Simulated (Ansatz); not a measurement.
EuH3Pd, space group Pm-3m, a displacement scan with seeded SCF runs

With Ansatz's Python interface.

Typed at the interpreter:
```pycon
>>> import ansatz as az
>>> import numpy as np
>>> import pandas as pd
>>> vectors = np.array([
...     [3.8001, 0.0, 0.0],
...     [0.0, 3.8001, 0.0],
...     [0.0, 0.0, 3.8001],
... ])
>>> structure = (
...     az.Lattice.of(vectors)
...     .atom("Eu", (0.5, 0.5, 0.5))
...     .atom("H", (0.5, 0.0, 0.0))
...     .atom("H", (0.0, 0.5, 0.0))
...     .atom("H", (0.0, 0.0, 0.5))
...     .atom("Pd", (0.0, 0.0, 0.0))
...     .moments(Eu=9.1)
... )
>>> start = np.array(structure.resolved().sites[3].position)
>>> previous, rows = None, []
>>> for step in range(4):
...     target = start + step * 0.01 * np.eye(3)[0]
...     calc = (
...         structure.move(3, to=target).calculation()
...         .functional(az.Functional.PBESOL, dispersion="d3bj")
...         .basis(39 * az.Ry)
...         .kpoints(6, 6, 6, center="monkhorst-pack")
...         .occupations("fermi_dirac")
...         .spin("collinear")
...         .mixing("broyden", preconditioner="kerker_dos")
...         .forces()
...     )
...     session = calc.session()
...     if previous is not None:
...         session.seed_next_step(previous)
...     previous = session.plan(retain="wavefunctions").execute()
...     r = previous.report
...     rows.append((step, r["lagrangian_ev"], float(np.linalg.norm(r["forces_ev_ang"][3])), r["n_iterations"], r["n_symmetry_ops"]))
...
DeckWarning: where an SCF of this run starts from atoms to list the orders of its open shells, Eu (site 0, from 0) starts with 6.32 μB on its 4f shell and 0.68 μB on its 5d shell, in the place of the [...]
True
True
True
>>> rows = [(row[0], 1000 * (row[1] - rows[0][1]), *row[2:]) for row in rows]
>>> print(pd.DataFrame(rows, columns=["step", "dE meV", "force on it eV/A", "iterations", "operations"]).round(4).to_string(index=False))
 step  dE meV  force on it eV/A  iterations  operations
    0  0.0000            0.0000          20          48
    1  1.4080            0.0741           8           4
    2  5.6297            0.1481           9           4
    3 12.6578            0.2218           9           4
```

Caveats:
- The settings weren't tested for convergence.
- Open f shells: without a Hubbard U, without spin-orbit coupling; the state reached hangs on the start and needn't be the lowest.
- Dispersion corrections can be off by several per cent in the lattices of metals, and by several GPa in the pressure at a fixed cell.
- The mesh is modest for a metal, so energies can be off by several to tens of meV an atom and pressures by half a GPa or more; differences at equal mesh fare better.
- The structure is a deposited one; some such entries were measured under pressure or heat, so a shift against it needn't be the functional's error alone.
- Warnings are shown shortened and without file and line.
- The first step keeps the crystal's symmetry; the moved atom lowers it.
- Wall time of the script: 49 s on 1 thread of Arm Neoverse V2 (shared host), peak memory 0.56 GiB.

(Lines on the test bed's own set-up are left out of the output.)
